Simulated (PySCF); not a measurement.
# C7H8NO: the cost of one run

Programs: PySCF 2.14.0, with routines of our own; each step states its level. All values are computed. Atoms count from 0.

### 1 The system as given

17 atoms, charge 0, multiplicity 2; geometry from: GFN2-xTB.

### 2 Open-shell or spin-flip excitations: unrestricted TDA CAM-B3LYP/def2-SVP

Job settings and geometry (Å):

```
{"job": {"kind": "uabs", "xc": "CAM-B3LYP", "basis": "def2-SVP", "nstates": 10, "tda": true}, "charge": 0, "multiplicity": 2}
C      2.003460    -2.068876    -1.666922
C      1.866288    -0.975284    -1.193809
C      1.702760     0.339842    -0.583498
O      2.520690     1.215515    -0.773058
N      0.602862     0.448471     0.182450
C      0.368584     1.690287     0.891097
C     -0.294511    -0.645467     0.385195
C     -1.160297    -1.115386    -0.749614
C     -1.772650    -0.392780     0.407398
H     -0.380582     2.299861     0.380952
H      1.303628     2.247611     0.928227
H      0.027743     1.473454     1.902899
H      0.094278    -1.402398     1.060961
H     -1.322404    -2.175497    -0.856569
H     -1.077183    -0.590095    -1.687992
H     -2.365569    -0.951197     1.115030
H     -2.124094     0.613969     0.247342
```

Level: unrestricted TDA CAM-B3LYP/def2-SVP, vertical, gas phase, core orbitals frozen in the response.

Started as:

```sh
$ OMP_NUM_THREADS=1 python excited_run.py task.json out
```

This one command runs all jobs of the session in turn.

Q: Estimate the wall time and peak memory of this first job on 1 thread of Arm Neoverse V1, shared host.

About 1.9 min, with a peak of 0.71 GiB.
